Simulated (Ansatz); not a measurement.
# In4Sb3As: the cost of one run

Computed with Ansatz 0.2.0 (DFT PBE, scalar-relativistic, plane waves, PAW, unless a step's input says otherwise).

1 further run of the same task is left out (set aside as unsound or not needed).

## (1) Starting point

The structure is cubic, space group P-43m (No. 215). The conventional cell has a = 6.526 Å, b = 6.526 Å, c = 6.526 Å, α = 90.00°, β = 90.00°, γ = 90.00°. In (site symmetry 3m) is surrounded by 1 As at 2.73 Å and 3 Sb at 2.86 Å. Sb (site symmetry -42m) has 4 In at 2.86 Å as nearest neighbours. As (site symmetry -43m) is surrounded by 4 In at 2.73 Å.

As a file:

```cif
data_structure
_symmetry_space_group_name_H-M 'P-43m'
_symmetry_Int_Tables_number 215
_cell_length_a 6.5262
_cell_length_b 6.5262
_cell_length_c 6.5262
_cell_angle_alpha 90.000
_cell_angle_beta 90.000
_cell_angle_gamma 90.000
_cell_volume 277.96
loop_
_atom_site_label
_atom_site_type_symbol
_atom_site_symmetry_multiplicity
_atom_site_Wyckoff_symbol
_atom_site_fract_x
_atom_site_fract_y
_atom_site_fract_z
_atom_site_occupancy
In1 In 4 e 0.24167 0.75833 0.24167 1
Sb1 Sb 3 c 0.00000 0.50000 0.50000 1
As1 As 1 a 0.00000 0.00000 0.00000 1
```

The cell was relaxed beforehand at this level, from a generated guess; it needn't be the stable form of this composition. At a tolerance of 0.05 Å it has space group P-43m (No. 215); it has 34.74 Å³/atom, an uncorrected energy of -0.14 eV/atom over the elements.

## (2) Static run: bands, density of states and charges

Contents of input.yaml:

```yaml
crystal:
  lattice:
    - [6.5261801935, 0.0, 0.0]
    - [0.0, 6.5261801935, 0.0]
    - [0.0, 0.0, 6.5261801935]
  atoms:
    - { symbol: In, position: [0.2416652626, 0.7583347374, 0.2416652626] }
    - { symbol: In, position: [0.2416652626, 0.2416652626, 0.7583347374] }
    - { symbol: In, position: [0.7583347374, 0.7583347374, 0.7583347374] }
    - { symbol: In, position: [0.7583347374, 0.2416652626, 0.2416652626] }
    - { symbol: Sb, position: [0.0, 0.5, 0.5] }
    - { symbol: Sb, position: [0.5, 0.5, 0.0] }
    - { symbol: Sb, position: [0.5, 0.0, 0.5] }
    - { symbol: As, position: [0.0, 0.0, 0.0] }
basis:
  ecutwfc: 420
kpoints:
  mp_grid: { grid: [6, 6, 6] }
  band_path:
    path:
      - [[0.0, 0.0, 0.0], [0.0, 0.5, 0.0], [0.5, 0.5, 0.0], [0.0, 0.0, 0.0], [0.5, 0.5, 0.5], [0.0, 0.5, 0.0]]
      - [[0.5, 0.5, 0.5], [0.5, 0.5, 0.0]]
    npoints: 14
hamiltonian:
  xc: pbe
scf:
  occupations: { method: gaussian, width: 0.1 }
  n_extra_bands: 20
output:
  forces: true
  stress: true
  eigenvalues: true
  populations: true
  dos: { projected: true, de: 0.02, nscf_kmesh: { grid: [8, 8, 8] } }
  bader: true
  write_density: true
  write_potential: true
  elf: true
  volumetric_format: npy
```

Started as:

```
ansatz run input.yaml --threads 1 --pin off --max-ram 2560MiB --backend cpu --events-out ev --progress --plain --runs-dir out
```

What time and memory should one allow on 1 thread of Arm Neoverse V2, shared host?

About 5.1 min, with a peak of 1.2 GiB.
